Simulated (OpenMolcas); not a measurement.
# Co³⁺ among point charges: CASSCF levels and susceptibility

Aim: the splitting of the states of Co³⁺ in the field of 6 point charges, its lowest levels with spin-orbit coupling and its magnetic susceptibility.

Program: OpenMolcas 26.06. Level of theory: state-averaged CASSCF, spin-orbit coupling by RASSI with atomic mean-field integrals. These are calculated values, not measurements, unless marked.

1 further run of the same task is left out (it didn't finish).

**1. What is computed**

```
Species                           : Co³⁺ (cobalt, Z = 27, 24 electrons)
Basis                             : ANO-RCC-VTZP [6s5p3d2f1g], 59 functions
Scalar Hamiltonian                : DKH2, point nucleus
Inactive shells                   : 1s 2s 2p 3s 3p
Active space                      : 6 electrons in 5 orbitals (3d)
Some configurations of this space : 3d6
Orbitals                          : optimised for each spin and parity, averaged over all roots
```

The outer shells:

3d6
```
3d [↑↓][↑ ][↑ ][↑ ][↑ ]
```

The ion sits among 6 point charges of -2 e arranged as an octahedron (Oh), 1.8 Å from the ion. The active orbitals were held to one l.

The work runs as a chain of OpenMolcas steps in one folder; each step below is one input file. Labels, J, g values, rates, χT and fits are worked out afterwards by a script from the matrices that RASSI stores. The input lists half of the charges; inversion (Group=XYZ) makes the rest.

**2. Basis and integrals**

a.inp

```
&GATEWAY
Coord
1

Co 0.0 0.0 0.0
Basis=ANO-RCC-VTZP
Group=XYZ
NoMove
AngMom=0.0 0.0 0.0
AMFI
XField
3 Angstrom 0
1.800000 0.000000 0.000000 -2.000000
0.000000 1.800000 0.000000 -2.000000
0.000000 0.000000 1.800000 -2.000000
&SEWARD
```

Started as:

```console
$ OMP_NUM_THREADS=1 MOLCAS_MEM=1689 MOLCAS_PROJECT=a pymolcas a.inp > a.log
```

Standard output:

```text
Basis set label: CO.ANO-RCC...6S5P3D2F1G.

      Electronic valence basis set:
      ------------------
      Associated Effective Charge  27.000000 au
      Associated Actual Charge     27.000000 au
      Nuclear Model: Point charge

      Shell  nPrim  nBasis  Cartesian Spherical Contaminant
         s      21       6        X
         p      15       5        X
         d      10       3                 X
         f       6       2                 X
         g       4       1                 X
                  Relativistic Douglas-Kroll-Hess integrals:
                    - DKH order of Hamiltonian: 2
                    - DKH order of Properties : 0
                  Atomic mean-field integrals
```

**3. Reference wave functions, quintets of even parity, 5 roots**

a.inp

```
&RASSCF
FileOrb=start.orb
Symmetry=1
Spin=5
nActEl=6 0 0
Inactive=3 6
Ras2=5 0
CIRoot=5 5 1
SDav=5
CIMx=300
Iter=120 100
PrWF=0.3
OrbListing=Nothing
MaxOrb=0
SupSym
1
15 4 5 6 7 8 12 13 14 15 16 17 18 19 20 21
0
>>> COPY $Project.JobIph JOB001
```

Started as:

```console
$ OMP_NUM_THREADS=1 MOLCAS_MEM=1689 MOLCAS_PROJECT=a pymolcas a.inp > a.log
```

start.orb holds the contracted functions of the basis, ordered by shell, or the orbitals of the step before.

Standard output, cut to the lines that bear on the results:

```text
[...]
      Number of active orbitals                  5
[...]
      Spin quantum number                      2.0
[...]
      Active orbitals                            5   0
[...]
      Number of CSFs                             5
      Number of root(s) required                 5
[...]
      Convergence after  9 iterations
[...]
      Natural orbitals and occupation numbers for root  1
      sym 1:   2.000000   1.000000   1.000000   1.000000   1.000000
      Natural orbitals and occupation numbers for root  2
      sym 1:   1.000000   1.000000   1.000000   2.000000   1.000000
      Natural orbitals and occupation numbers for root  3
      sym 1:   1.000000   2.000000   1.000000   1.000000   1.000000
::    RASSCF root number  1 Total energy:  -1400.44830629
::    RASSCF root number  2 Total energy:  -1400.44830629
::    RASSCF root number  3 Total energy:  -1400.44830629
::    RASSCF root number  4 Total energy:  -1400.42038093
::    RASSCF root number  5 Total energy:  -1400.42038093
```

**4. Reference wave functions, triplets of even parity, 45 roots**

a.inp

```
&RASSCF
FileOrb=start.orb
Symmetry=1
Spin=3
nActEl=6 0 0
Inactive=3 6
Ras2=5 0
CIRoot=45 45 1
SDav=45
CIMx=300
Iter=120 100
PrWF=0.3
OrbListing=Nothing
MaxOrb=0
SupSym
1
15 4 5 6 7 8 12 13 14 15 16 17 18 19 20 21
0
>>> COPY $Project.JobIph JOB002
```

Started as:

```console
$ OMP_NUM_THREADS=1 MOLCAS_MEM=1689 MOLCAS_PROJECT=a pymolcas a.inp > a.log
```

Standard output, cut to the lines that bear on the results:

```text
[...]
      Number of active orbitals                  5
[...]
      Spin quantum number                      1.0
[...]
      Active orbitals                            5   0
[...]
      Number of CSFs                            45
      Number of root(s) required                45
[...]
      Convergence after  7 iterations
[...]
      Natural orbitals and occupation numbers for root  1
      sym 1:   1.105010   1.860649   0.176912   1.837974   1.019454
      Natural orbitals and occupation numbers for root  2
      sym 1:   1.865801   1.674843   0.821016   1.268509   0.369830
      Natural orbitals and occupation numbers for root  3
      sym 1:   1.865674   1.262127   0.362317   1.681186   0.828696
::    RASSCF root number  1 Total energy:  -1400.34396908
::    RASSCF root number  2 Total energy:  -1400.34396908
::    RASSCF root number  3 Total energy:  -1400.34396908
[...]
::    RASSCF root number 27 Total energy:  -1400.27657445
::    RASSCF root number 28 Total energy:  -1400.26997173
::    RASSCF root number 29 Total energy:  -1400.26997173
::    RASSCF root number 30 Total energy:  -1400.26997173
```

**5. CASSCF: singlets of even parity, 50 roots**

a.inp

```
&RASSCF
FileOrb=start.orb
Symmetry=1
Spin=1
nActEl=6 0 0
Inactive=3 6
Ras2=5 0
CIRoot=50 50 1
SDav=50
CIMx=300
Iter=120 100
PrWF=0.3
OrbListing=Nothing
MaxOrb=0
SupSym
1
15 4 5 6 7 8 12 13 14 15 16 17 18 19 20 21
0
>>> COPY $Project.JobIph JOB003
```

Standard output, cut to the lines that bear on the results:

```text
[...]
      Number of active orbitals                  5
[...]
      Spin quantum number                      0.0
[...]
      Active orbitals                            5   0
[...]
      Number of CSFs                            50
      Number of root(s) required                50
[...]
      Convergence after  7 iterations
[...]
      Natural orbitals and occupation numbers for root  1
      sym 1:   1.916285   1.916285   0.125573   1.916285   0.125573
      Natural orbitals and occupation numbers for root  2
      sym 1:   1.942275   1.782799   0.848390   1.163963   0.262573
      Natural orbitals and occupation numbers for root  3
      sym 1:   1.382527   1.567950   0.467292   1.938732   0.643499
::    RASSCF root number  1 Total energy:  -1400.30573514
::    RASSCF root number  2 Total energy:  -1400.29006981
::    RASSCF root number  3 Total energy:  -1400.29006981
[...]
::    RASSCF root number 27 Total energy:  -1400.19385282
::    RASSCF root number 28 Total energy:  -1400.19385282
::    RASSCF root number 29 Total energy:  -1400.17624044
::    RASSCF root number 30 Total energy:  -1400.16994315
```

**6. State interaction with spin-orbit coupling**

a.inp

```
&RASSI
NrOfJobIphs=3 5 45 50
1 2 3 4 5
1 2 3 4 5 6 7 8 9 10 11 12 13 14 15 16 17 18 19 20 21 22 23 24 25 26 27
28 29 30 31 32 33 34 35 36 37 38 39 40 41 42 43 44 45
1 2 3 4 5 6 7 8 9 10 11 12 13 14 15 16 17 18 19 20 21 22 23 24 25 26 27
28 29 30 31 32 33 34 35 36 37 38 39 40 41 42 43 44 45 46 47 48 49 50
IphNames
JOB001
JOB002
JOB003
EJob
SpinOrbit
DIPRint=1.0
SOCoupling=1000.0
Subsets=2
Property=9
'ANGMOM' 1 'ANGMOM' 2 'ANGMOM' 3 'MLTPL  1' 1 'MLTPL  1' 2 'MLTPL  1' 3
'AMFI' 1 'AMFI' 2 'AMFI' 3
SOProperty=3
'ANGMOM' 1 'ANGMOM' 2 'ANGMOM' 3
```

Standard output:

```text
SPIN-FREE ENERGIES:
  (Shifted by EMIN (a.u.) =      -1400.4483062866)

 SF State       Relative EMIN(au)   Rel lowest level(eV)    D:o, cm**(-1)      L_eff

     1             0.0000000000        0.0000000000              0.0000         2.0
     2             0.0000000000        0.0000000000              0.0000         2.0
     3             0.0000000000        0.0000000000              0.0000         2.0
     4             0.0279253550        0.7598876202           6128.9070         2.0
     5             0.0279253550        0.7598876202           6128.9070         2.0
     6             0.1043372047        2.8391599781          22899.3695         4.3
     7             0.1043372047        2.8391599781          22899.3695         4.3
     8             0.1043372047        2.8391599781          22899.3695         4.3
     9             0.1144135567        3.1133514828          25110.8732         4.7
    10             0.1144135567        3.1133514828          25110.8732         4.7
    11             0.1144135567        3.1133514828          25110.8732         4.7
    12             0.1228538522        3.3430236253          26963.3039         4.4
    13             0.1228538522        3.3430236253          26963.3039         4.4
    14             0.1228538522        3.3430236253          26963.3039         4.4
    15             0.1324238554        3.6034366767          29063.6768         4.8
    16             0.1324238554        3.6034366767          29063.6768         4.8
    17             0.1384500250        3.7674171049          30386.2682         2.8
    18             0.1384500250        3.7674171049          30386.2682         2.8
    19             0.1384500250        3.7674171049          30386.2682         2.8
    20             0.1396605991        3.8003585041          30651.9585         3.9
    21             0.1396605991        3.8003585041          30651.9585         3.9
    22             0.1396605991        3.8003585041          30651.9585         3.9
    51             0.1425711469        3.8795585445          31290.7499         5.0
    23             0.1520931909        4.1386665629          33380.5970         3.0
    25             0.1535350250        4.1779008677          33697.0430         3.4
    26             0.1535350250        4.1779008677          33697.0430         3.4
    24             0.1535350250        4.1779008677          33697.0430         3.4
    28             0.1537928828        4.1849175348          33753.6363         4.1
    29             0.1537928828        4.1849175348          33753.6363         4.1
    27             0.1537928828        4.1849175348          33753.6363         4.1
    52             0.1582364770        4.3058338932          34728.8925         5.4
    53             0.1582364770        4.3058338932          34728.8925         5.4
    54             0.1582364770        4.3058338932          34728.8925         5.4
    30             0.1615690648        4.3965182287          35460.3109         4.1
    31             0.1615690648        4.3965182287          35460.3109         4.1
    32             0.1717318391        4.6730614036          37690.7821         4.0
    55             0.1735217964        4.7217686244          38083.6323         5.9
    56             0.1735217964        4.7217686244          38083.6323         5.9
    57             0.1735217964        4.7217686244          38083.6323         5.9
    34             0.1783345554        4.8527304686          39139.9108         3.6
Eigenvalues of complex Hamiltonian:
   -----------------------------------
  (Shifted by EMIN (a.u.) =      -1400.4483062866)

 SO State       Relative EMIN(au)   Rel lowest level(eV)    D:o, cm**(-1)     J-value

     1            -0.0023498926        0.0000000000              0.0000         3.1
     2            -0.0023498926        0.0000000000              0.0000         3.1
     3            -0.0023498926        0.0000000000              0.0000         2.9
     4            -0.0011281262        0.0332459584            268.1467         2.9
     5            -0.0011281262        0.0332459584            268.1467         2.6
     6            -0.0009959210        0.0368434449            297.1624         2.8
     7            -0.0009959210        0.0368434449            297.1624         2.8
     8            -0.0009959210        0.0368434449            297.1624         2.4
     9             0.0006324527        0.0811537498            654.5491         2.2
    10             0.0009591768        0.0900443665            726.2568         2.0
    11             0.0009591768        0.0900443665            726.2568         2.1
    12             0.0009591768        0.0900443665            726.2568         2.0
    13             0.0011773697        0.0959816993            774.1446         2.0
    14             0.0011773697        0.0959816993            774.1446         2.0
    15             0.0011773697        0.0959816993            774.1446         1.6
    16             0.0277842940        0.8199929906           6613.6895         2.4
    17             0.0278534877        0.8218758488           6628.8758         2.3
    18             0.0278534877        0.8218758488           6628.8758         2.3
    19             0.0278534877        0.8218758488           6628.8758         2.3
    20             0.0279218251        0.8237354031           6643.8741         2.2
    21             0.0279218251        0.8237354031           6643.8741         2.3
    22             0.0280033859        0.8259547852           6661.7746         2.4
    23             0.0280033859        0.8259547852           6661.7746         2.4
    24             0.0280033859        0.8259547852           6661.7746         1.5
    25             0.0280837723        0.8281422124           6679.4174         2.1
    26             0.1028040106        2.8613834772          23078.6142         3.0
    27             0.1028040106        2.8613834772          23078.6142         4.5
    28             0.1030266502        2.8674418077          23127.4779         2.9
    29             0.1030266502        2.8674418077          23127.4779         4.2
    30             0.1030266502        2.8674418077          23127.4779         4.2
    31             0.1048576811        2.9172666987          23529.3427         3.2
    32             0.1051841922        2.9261515183          23601.0036         3.3
    33             0.1051841922        2.9261515182          23601.0036         3.6
    34             0.1051841922        2.9261515182          23601.0036         3.6
    35             0.1134852162        3.1520338882          25422.8678         4.5
    36             0.1138754534        3.1626527816          25508.5150         4.1
    37             0.1138754534        3.1626527816          25508.5150         4.3
    38             0.1138754534        3.1626527816          25508.5150         4.2
    39             0.1140878771        3.1684331263          25555.1366         3.7
    40             0.1140878771        3.1684331264          25555.1366         3.6
    41             0.1140878771        3.1684331264          25555.1366         3.2
Weights of the five most important spin-orbit-free states for each spin-orbit state.

 SO State  Total energy (au)           Spin-free states, spin, and weights
 -------------------------------------------------------------------------------------------------------
    1        -0.002350       1 2.0  0.3362    3 2.0  0.3327    2 2.0  0.3276    5 2.0  0.0013    4 2.0  0.0010
    2        -0.002350       3 2.0  0.3485    1 2.0  0.3468    2 2.0  0.3012    5 2.0  0.0014    4 2.0  0.0008
    3        -0.002350       2 2.0  0.3677    3 2.0  0.3153    1 2.0  0.3135    4 2.0  0.0015   23 1.0  0.0007
    4        -0.001128       3 2.0  0.4786    2 2.0  0.4707    1 2.0  0.0416    5 2.0  0.0038    4 2.0  0.0038
    5        -0.001128       1 2.0  0.6190    2 2.0  0.1900    3 2.0  0.1820    4 2.0  0.0038    5 2.0  0.0038
    6        -0.000996       2 2.0  0.4539    3 2.0  0.4160    1 2.0  0.1238    5 2.0  0.0037    4 2.0  0.0013
    7        -0.000996       3 2.0  0.4436    2 2.0  0.3631    1 2.0  0.1870    5 2.0  0.0033    4 2.0  0.0017
    8        -0.000996       1 2.0  0.6830    2 2.0  0.1767    3 2.0  0.1341    4 2.0  0.0045    5 2.0  0.0005
    9         0.000632       2 2.0  0.3271    3 2.0  0.3271    1 2.0  0.3271    5 2.0  0.0081    4 2.0  0.0081
   10         0.000959       3 2.0  0.3928    1 2.0  0.3820    2 2.0  0.2167    5 2.0  0.0052    4 2.0  0.0018
   11         0.000959       2 2.0  0.3851    3 2.0  0.3793    1 2.0  0.2270    4 2.0  0.0068    7 1.0  0.0003
   12         0.000959       2 2.0  0.3896    1 2.0  0.3825    3 2.0  0.2193    5 2.0  0.0051    4 2.0  0.0018
```

Time for these steps: 23 s (1 thread, shared host).

States without spin-orbit coupling:

| state | degeneracy | E (cm-1) | free-ion L (%) |
| --- | --- | --- | --- |
| 5T2 | 3 | 0 | D (100) |
| 5E | 2 | 6129 | D (100) |
| 3T1 | 3 | 22899 | H (67) |
| 3T2 | 3 | 25111 | H (82) |
| 3T1 | 3 | 26963 | H (66) |
| 3E | 2 | 29064 | H (84) |
| 3T1 | 3 | 30386 | P (63) |
| 3T2 | 3 | 30652 | G (67) |
| 1A1 | 1 | 31291 | I (50) |
| 3A2 | 1 | 33381 | F (100) |
| 3T2 | 3 | 33697 | F (65) |
| 3T1 | 3 | 33754 | H (35) |
| 1T1 | 3 | 34729 | I (68) |
| 3E | 2 | 35460 | G (82) |
| 3A1 | 1 | 37691 | G (100) |
| 1T2 | 3 | 38084 | I (96) |
| 3T1 | 3 | 39140 | G (53) |
| 1E | 2 | 40281 | G (68) |
| 1A1 | 1 | 41175 | I (48) |
| 1A2 | 1 | 42429 | I (99) |
| 1T2 | 3 | 42452 | I (78) |
| 1T1 | 3 | 42794 | G (67) |
| 3T2 | 3 | 43035 | D (95) |
| 1E | 2 | 45371 | I (64) |

With spin-orbit coupling:

| E (cm-1) | Degeneracy | Label | 2S+1 |
| --- | --- | --- | --- |
| 0.0 | 3 | T2 | 5 |
| 268.1 | 2 | E | 5 |
| 297.2 | 3 | T1 | 5 |
| 654.5 | 1 | A1 | 5 |
| 726.3 | 3 | T1 | 5 |
| 774.1 | 3 | T2 | 5 |
| 6614 | 1 | A2 | 5 |
| 6629 | 3 | T2 | 5 |
| 6644 | 2 | E | 5 |
| 6662 | 3 | T1 | 5 |
| 6679 | 1 | A1 | 5 |
| 23079 | 2 | E | 3 |
| 23127 | 3 | T2 | 3 |
| 23529 | 1 | A1 | 3 |
| 23601 | 3 | T1 | 3 |
| 25423 | 1 | A2 | 3 |
| 25509 | 3 | T2 | 3 |
| 25555 | 3 | T1 | 3 |
| 25678 | 2 | E | 3 |
| 27317 | 2 | E | 3 |
| 27327 | 3 | T1 | 3 |
| 27381 | 3 | T2 | 3 |
| 27470 | 1 | A1 | 3 |
| 29398 | 3 | T1 | 3 |

The table of states holds 24 of 43 computed; the rest, higher up, is left out.

Powder χT (cm³ K/mol): 3.23 at 2 K, 3.26 at 5 K, 3.30 at 10 K, 3.39 at 20 K, 3.64 at 50 K, 4.01 at 100 K, 4.22 at 150 K, 4.31 at 200 K, 4.33 at 250 K, 4.32 at 300 K.

**7. Summary of results**

| quantity | value |
| --- | --- |
| method | CASSCF |
| spin-free ground state | 5T2, 3-fold in its orbital part |
| first state of the same spin within the active space | 5E at 6130 cm⁻¹ |
| lowest level | 3-fold T2 |
| next level | 268.1 cm⁻¹ |
| χT at 300 K | 4.32 cm³ K/mol |
| effective moment at 300 K | 5.88 μB |

In words: The spin-free ground state (5T2) comes to 100 % from free-ion D terms and keeps the highest spin of the shell. χT at 300 K is 4.32, against 3.01 cm³ K/mol for the spin alone, so orbital moment adds to it. An active space of the d shell alone favours high spin; real ions in strong fields can be low spin. The field of point charges can differ much from that of real complexes. With metal d orbitals alone active, the gaps between spin states are rough; where two lie within a few thousand cm-1, their order is open. This is an electrostatic model: the charges have no orbitals.
